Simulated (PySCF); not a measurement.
# Germanium: the same states on changed settings

These states were run before on sound settings. What differs here: initial guess atom, at most 50 SCF cycles. What does it move?

The numbers are computed with PySCF 2.14.0 (unrestricted determinants in a Gaussian basis, no spin-orbit coupling in the energies), except any that are marked as measured or tabulated.

## Step 1: The atom as given

| Item | Value |
| --- | --- |
| Element | germanium (Z = 32) |
| Basis | def2-TZVP (6s5p4d1f, 48 functions) |
| Hamiltonian | no relativity, point nucleus |
| State 1 | Ge: [Ar] 3d10 4s2 4p2, high-spin 3P determinant |
| State 2 | Ge⁺: [Ar] 3d10 4s2 4p1, 2P determinant |
| Methods | UHF, PBE0, M06-2X, MP2, CCSD(T) |
| Core shells frozen in the correlated runs | valence: [Ar] 3d10 (for Ge) |

Outer shells as boxes (Hund's rule):

Ge [Ar] 3d10 4s2 4p2
```
[Ar] core
3d [↑↓][↑↓][↑↓][↑↓][↑↓]
4s [↑↓]
4p [↑ ][↑ ][  ]
```

Ge+ [Ar] 3d10 4s2 4p1
```
[Ar] core
3d [↑↓][↑↓][↑↓][↑↓][↑↓]
4s [↑↓]
4p [↑ ][  ][  ]
```

The sound run (def2-TZVP, the non-relativistic Hamiltonian (point nucleus), symmetry-adapted start, fine grid, valence correlation) gave:

| species | method | energy (hartree) |
| --- | --- | --- |
| Ge | UHF | -2075.32100 |
| Ge | PBE0 | -2076.65516 |
| Ge | M06-2X | -2076.92491 |
| Ge | MP2 (valence) | -2075.37094 |
| Ge | CCSD(T) (valence) | -2075.38759 |
| Ge⁺ | UHF | -2075.04761 |
| Ge⁺ | PBE0 | -2076.36328 |
| Ge⁺ | M06-2X | -2076.64030 |
| Ge⁺ | MP2 (valence) | -2075.08499 |
| Ge⁺ | CCSD(T) (valence) | -2075.09966 |

One driver process ran all states and methods and kept the integrals in memory. Each run is shown as a PySCF script that sums up its settings (the driver passes frozen orbitals as a list and adds second-order terms of double hybrids); the logs are those of the runs themselves.

It was started by

```console
> OMP_NUM_THREADS=1 python atomrun2.py TASK.json OUT
```

The integrals over 48 functions and the set-up took 0.2 s of CPU time.

## Step 2: Changed run, Ge

**UHF**

input.py reads:

```python
from pyscf import gto, scf, dft, mp, cc
import basis_set_exchange as bse
mol = gto.M(atom="Ge 0 0 0", charge=0, spin=2, symmetry="D2h",
            basis=gto.basis.parse(bse.get_basis("def2-TZVP", elements=["Ge"], fmt="nwchem", header=False)))
mf = scf.UHF(mol)
mf.irrep_nelec = {'Ag': (6, 6), 'B1g': (1, 1), 'B2g': (1, 1), 'B3g': (1, 1), 'B1u': (3, 2), 'B2u': (3, 2), 'B3u': (2, 2)}
mf.init_guess = "atom"
mf.max_cycle = 50
mf.kernel()
```

Standard output:

```text
damping factor = 0
level_shift factor = 0
DIIS = <class 'pyscf.scf.diis.CDIIS'>
diis_start_cycle = 1
diis_space = 10
diis_damp = 0
SCF conv_tol = 1e-09
SCF conv_tol_grad = None
number electrons alpha = 17  beta = 15
irrep_nelec {'Ag': (6, 6), 'B1g': (1, 1), 'B2g': (1, 1), 'B3g': (1, 1), 'Au': (0, 0), 'B1u': (3, 2), 'B2u': (3, 2), 'B3u': (2, 2)}
alpha HOMO (B1u) = -0.0794957126635962  LUMO (B3u) = -0.0794957126635971

WARN: HOMO -0.0794957126635962 >= LUMO -0.079495712663598

cycle= 1 E= -2075.31044606247  delta_E= -0.209  |g|= 0.0825  |ddm|= 0.822
alpha HOMO (B2u) = -0.291187626016204  LUMO (B3u) = -0.0212454385472949
  HOMO = -0.291187626016  LUMO = -0.0212454385473  gap/eV = 7.34550
cycle= 2 E= -2075.31964017432  delta_E= -0.00919  |g|= 0.0316  |ddm|= 0.188
alpha HOMO (B1u) = -0.287464626711646  LUMO (B3u) = -0.00161448467460978
  HOMO = -0.287464626712  LUMO = -0.00161448467461  gap/eV = 7.77838
cycle= 3 E= -2075.32091269794  delta_E= -0.00127  |g|= 0.0158  |ddm|= 0.0805
alpha HOMO (B1u) = -0.288743842285122  LUMO (B3u) = -0.00114668724559941
  HOMO = -0.288743842285  LUMO = -0.0011466872456  gap/eV = 7.82592
cycle= 4 E= -2075.32098715722  delta_E= -7.45e-05  |g|= 0.00326  |ddm|= 0.0146
alpha HOMO (B2u) = -0.289665837673278  LUMO (B3u) = -0.00132104504903108
  HOMO = -0.289665837673  LUMO = -0.00132104504903  gap/eV = 7.84626
cycle= 5 E= -2075.32100172467  delta_E= -1.46e-05  |g|= 0.000832  |ddm|= 0.012
alpha HOMO (B2u) = -0.289678972111921  LUMO (B3u) = -0.00112225255945475
  HOMO = -0.289678972112  LUMO = -0.00112225255945  gap/eV = 7.85203
cycle= 6 E= -2075.3210025976  delta_E= -8.73e-07  |g|= 0.000118  |ddm|= 0.00388
alpha HOMO (B1u) = -0.289658099982048  LUMO (B3u) = -0.00109477377472178
  HOMO = -0.289658099982  LUMO = -0.00109477377472  gap/eV = 7.85221
cycle= 7 E= -2075.32100262065  delta_E= -2.3e-08  |g|= 2.22e-05  |ddm|= 0.000683
alpha HOMO (B2u) = -0.289655309989196  LUMO (B3u) = -0.00109243035372852
  HOMO = -0.289655309989  LUMO = -0.00109243035373  gap/eV = 7.85220
cycle= 8 E= -2075.32100262135  delta_E= -7.08e-10  |g|= 2.93e-06  |ddm|= 0.000103
converged SCF energy = -2075.32100262135  <S^2> = 2.0112381  2S+1 = 3.0074827
```

Time after the integrals: 0.6 s (1 thread of Neoverse-N1, shared host).

The occupied shells:

| shell | electrons | mean orbital energy (eV) | spread (eV) | rms radius (bohr) |
| --- | --- | --- | --- | --- |
| 1s α | 1 | -11027.2 | 0 | 0.0554 |
| 1s β | 1 | -11027.1 | 0 | 0.0554 |
| 2s α | 1 | -1419.0 | 0 | 0.231 |
| 2s β | 1 | -1419.0 | 0 | 0.231 |
| 2p α | 3 | -1258.1 | 0.024 | 0.205 |
| 2p β | 3 | -1258.0 | 0.109 | 0.205 |
| 3s α | 1 | -195.69 | 0 | 0.678 |
| 3s β | 1 | -195.53 | 0 | 0.678 |
| 3p α | 3 | -140.52 | 0.013 | 0.705 |
| 3p β | 3 | -140.27 | 0.394 | 0.705 |
| 3d α | 5 | -44.458 | 0.260 | 0.811 |
| 3d β | 5 | -44.349 | 0.403 | 0.811 |
| 4s α | 1 | -17.099 | 0 | 2.39 |
| 4s β | 1 | -12.994 | 0 | 2.39 |
| 4p α | 2 | -7.882 | 0 | 3.06 |

⟨S²⟩ = 2.011, ⟨L²⟩ = 2.03.

**PBE0**

Changes to input.py:

```diff
@@ -4,3 +4,3 @@
             basis=gto.basis.parse(bse.get_basis("def2-TZVP", elements=["Ge"], fmt="nwchem", header=False)))
-mf = scf.UHF(mol)
+mf = dft.UKS(mol, xc="PBE0")
 mf.irrep_nelec = {'Ag': (6, 6), 'B1g': (1, 1), 'B2g': (1, 1), 'B3g': (1, 1), 'B1u': (3, 2), 'B2u': (3, 2), 'B3u': (2, 2)}
```

Standard output:

```text
damping factor = 0
level_shift factor = 0
DIIS = <class 'pyscf.scf.diis.CDIIS'>
diis_start_cycle = 1
diis_space = 10
diis_damp = 0
SCF conv_tol = 1e-09
SCF conv_tol_grad = None
number electrons alpha = 17  beta = 15
irrep_nelec {'Ag': (6, 6), 'B1g': (1, 1), 'B2g': (1, 1), 'B3g': (1, 1), 'Au': (0, 0), 'B1u': (3, 2), 'B2u': (3, 2), 'B3u': (2, 2)}
XC functionals = PBE0
    C. Adamo and V. Barone.,  J. Chem. Phys. 110, 6158 (1999)
    M. Ernzerhof and G. E. Scuseria.,  J. Chem. Phys. 110, 5029 (1999)
alpha HOMO (B1u) = -0.148089157409622  LUMO (B3u) = -0.148089157409627

WARN: HOMO -0.148089157409622 >= LUMO -0.148089157409629

cycle= 1 E= -2076.65206803717  delta_E= -0.0857  |g|= 0.119  |ddm|= 0.825
alpha HOMO (B2u) = -0.199972182348497  LUMO (B3u) = -0.126703631145115
  HOMO = -0.199972182348  LUMO = -0.126703631145  gap/eV = 1.99374
cycle= 2 E= -2076.6534793085  delta_E= -0.00141  |g|= 0.114  |ddm|= 0.108
alpha HOMO (B2u) = -0.196446486542574  LUMO (B3u) = -0.121575372599268
  HOMO = -0.196446486543  LUMO = -0.121575372599  gap/eV = 2.03735
cycle= 3 E= -2076.65512602563  delta_E= -0.00165  |g|= 0.0105  |ddm|= 0.045
alpha HOMO (B1u) = -0.196738753444373  LUMO (B3u) = -0.119869967845375
  HOMO = -0.196738753444  LUMO = -0.119869967845  gap/eV = 2.09171
cycle= 4 E= -2076.65516002214  delta_E= -3.4e-05  |g|= 0.000932  |ddm|= 0.00894
alpha HOMO (B2u) = -0.19659008735638  LUMO (B3u) = -0.119516077393264
  HOMO = -0.196590087356  LUMO = -0.119516077393  gap/eV = 2.09729
cycle= 5 E= -2076.65516051929  delta_E= -4.97e-07  |g|= 8.58e-05  |ddm|= 0.00153
alpha HOMO (B1u) = -0.196626267888902  LUMO (B3u) = -0.119545051554204
  HOMO = -0.196626267889  LUMO = -0.119545051554  gap/eV = 2.09749
cycle= 6 E= -2076.65516052205  delta_E= -2.77e-09  |g|= 1.53e-05  |ddm|= 0.000143
alpha HOMO (B1u) = -0.19662114461508  LUMO (B3u) = -0.119538506044313
  HOMO = -0.196621144615  LUMO = -0.119538506044  gap/eV = 2.09753
cycle= 7 E= -2076.65516052212  delta_E= -6.46e-11  |g|= 7.62e-07  |ddm|= 2.22e-05
converged SCF energy = -2076.65516052212  <S^2> = 2.0033937  2S+1 = 3.0022616
```

Time after the integrals: 1.3 s (1 thread of Neoverse-N1, shared host).

**M06-2X**

Changes to input.py:

```diff
@@ -4,3 +4,3 @@
             basis=gto.basis.parse(bse.get_basis("def2-TZVP", elements=["Ge"], fmt="nwchem", header=False)))
-mf = dft.UKS(mol, xc="PBE0")
+mf = dft.UKS(mol, xc="M062X")
 mf.irrep_nelec = {'Ag': (6, 6), 'B1g': (1, 1), 'B2g': (1, 1), 'B3g': (1, 1), 'B1u': (3, 2), 'B2u': (3, 2), 'B3u': (2, 2)}
```

Standard output:

```text
damping factor = 0
level_shift factor = 0
DIIS = <class 'pyscf.scf.diis.CDIIS'>
diis_start_cycle = 1
diis_space = 10
diis_damp = 0
SCF conv_tol = 1e-09
SCF conv_tol_grad = None
number electrons alpha = 17  beta = 15
irrep_nelec {'Ag': (6, 6), 'B1g': (1, 1), 'B2g': (1, 1), 'B3g': (1, 1), 'Au': (0, 0), 'B1u': (3, 2), 'B2u': (3, 2), 'B3u': (2, 2)}
XC functionals = M062X
    Y. Zhao and D. G. Truhlar.,  Theor. Chem. Acc. 120, 215 (2008)
    Y. Zhao and D. G. Truhlar.,  Theor. Chem. Acc. 120, 215 (2008)
alpha HOMO (B1u) = -0.129505194600035  LUMO (B3u) = -0.12950519460004

WARN: HOMO -0.129505194600035 >= LUMO -0.12950519460004

cycle= 1 E= -2076.92000880757  delta_E= -0.12  |g|= 0.0718  |ddm|= 0.815
alpha HOMO (B2u) = -0.229415116534128  LUMO (B3u) = -0.0920579506132806
  HOMO = -0.229415116534  LUMO = -0.0920579506133  gap/eV = 3.73768
cycle= 2 E= -2076.92464439704  delta_E= -0.00464  |g|= 0.0152  |ddm|= 0.154
alpha HOMO (B2u) = -0.223032174138161  LUMO (B3u) = -0.078572840083114
  HOMO = -0.223032174138  LUMO = -0.0785728400831  gap/eV = 3.93094
cycle= 3 E= -2076.92489200265  delta_E= -0.000248  |g|= 0.00333  |ddm|= 0.0525
alpha HOMO (B1u) = -0.224038462823127  LUMO (B3u) = -0.0790955391115711
  HOMO = -0.224038462823  LUMO = -0.0790955391116  gap/eV = 3.94410
cycle= 4 E= -2076.92490582295  delta_E= -1.38e-05  |g|= 0.000894  |ddm|= 0.00945
alpha HOMO (B2u) = -0.22358171270106  LUMO (B3u) = -0.0783897119371129
  HOMO = -0.223581712701  LUMO = -0.0783897119371  gap/eV = 3.95088
cycle= 5 E= -2076.92490659078  delta_E= -7.68e-07  |g|= 0.000463  |ddm|= 0.00323
alpha HOMO (B1u) = -0.223631219306186  LUMO (B3u) = -0.0784257102350145
  HOMO = -0.223631219306  LUMO = -0.078425710235  gap/eV = 3.95124
cycle= 6 E= -2076.92490662625  delta_E= -3.55e-08  |g|= 8.62e-05  |ddm|= 0.000335
alpha HOMO (B1u) = -0.223639725892991  LUMO (B3u) = -0.0784246205417114
  HOMO = -0.223639725893  LUMO = -0.0784246205417  gap/eV = 3.95150
cycle= 7 E= -2076.92490662803  delta_E= -1.77e-09  |g|= 5.18e-06  |ddm|= 8.06e-05
alpha HOMO (B1u) = -0.223640810055366  LUMO (B3u) = -0.0784255841752182
  HOMO = -0.223640810055  LUMO = -0.0784255841752  gap/eV = 3.95151
cycle= 8 E= -2076.92490662806  delta_E= -3e-11  |g|= 4.68e-07  |ddm|= 1.5e-05
converged SCF energy = -2076.92490662806  <S^2> = 2.0041818  2S+1 = 3.0027866
```

Time after the integrals: 2.5 s (1 thread of Neoverse-N1, shared host).

**MP2 (valence)**

Changes to input.py:

```diff
@@ -4,3 +4,3 @@
             basis=gto.basis.parse(bse.get_basis("def2-TZVP", elements=["Ge"], fmt="nwchem", header=False)))
-mf = dft.UKS(mol, xc="M062X")
+mf = scf.UHF(mol)
 mf.irrep_nelec = {'Ag': (6, 6), 'B1g': (1, 1), 'B2g': (1, 1), 'B3g': (1, 1), 'B1u': (3, 2), 'B2u': (3, 2), 'B3u': (2, 2)}
@@ -9 +9,2 @@
 mf.kernel()
+mp.UMP2(mf, frozen=14).kernel()
```

This step left no log, only its results.

It took 0.06 s on 1 thread of Neoverse-N1, shared host, the integrals not counted.

With 4 electrons correlated, the MP2 correlation energy is -0.04994 hartree (-0.00852 same spin, -0.04142 opposite spin); the SCS form gives -0.05254. Largest pairs of shells: 4s-4p -0.0300, 4s-4s -0.0151, 4p-4p -0.0048.

**CCSD(T) (valence)**

Changes to input.py:

```diff
@@ -9,2 +9,3 @@
 mf.kernel()
-mp.UMP2(mf, frozen=14).kernel()
+mycc = cc.CCSD(mf, frozen=14).run()
+mycc.ccsd_t()
```

Standard output:

```text
CC2 = 0
CCSD nocc = (np.int64(3), np.int64(1)), nmo = (34, 34)
frozen orbitals [[0, 1, 2, 3, 4, 5, 6, 7, 8, 9, 10, 11, 12, 13], [0, 1, 2, 3, 4, 5, 6, 7, 8, 9, 10, 11, 12, 13]]
max_cycle = 100
direct = 0
conv_tol = 1e-08
conv_tol_normt = 1e-06
diis_space = 8
diis_start_cycle = 0
Init t2, MP2 energy = -0.0499370644137329
Init E_corr(UCCSD) = -0.0499370644209637
cycle = 1  E_corr(UCCSD) = -0.0603376721213939  dE = -0.0104006077  norm(t1,t2) = 0.0478354
cycle = 2  E_corr(UCCSD) = -0.063130108725462  dE = -0.0027924366  norm(t1,t2) = 0.0181161
cycle = 3  E_corr(UCCSD) = -0.0647813996216223  dE = -0.0016512909  norm(t1,t2) = 0.00835065
cycle = 4  E_corr(UCCSD) = -0.0647743838764943  dE = 7.01574513e-06  norm(t1,t2) = 0.00158752
cycle = 5  E_corr(UCCSD) = -0.0647836034788943  dE = -9.2196024e-06  norm(t1,t2) = 0.000222347
cycle = 6  E_corr(UCCSD) = -0.0647810162060189  dE = 2.58727288e-06  norm(t1,t2) = 4.99001e-05
cycle = 7  E_corr(UCCSD) = -0.0647823695408834  dE = -1.35333486e-06  norm(t1,t2) = 7.37679e-06
cycle = 8  E_corr(UCCSD) = -0.0647819962587715  dE = 3.73282112e-07  norm(t1,t2) = 1.69212e-06
cycle = 9  E_corr(UCCSD) = -0.0647820286392828  dE = -3.23805113e-08  norm(t1,t2) = 3.16502e-07
cycle = 10  E_corr(UCCSD) = -0.0647820341234577  dE = -5.48417488e-09  norm(t1,t2) = 8.20673e-08
UCCSD converged
E(UCCSD) = -2075.385784655477  E_corr = -0.06478203412345772
UCCSD(T) correction = -0.00180662655557055
```

It took 0.85 s on 1 thread of Neoverse-N1, shared host, the integrals not counted.

CCSD correlation -0.06478 hartree, triples -0.00181; total -2075.387591. T1 = 0.009, largest double amplitude 0.095.

(Part 1 of 2 ends here.)
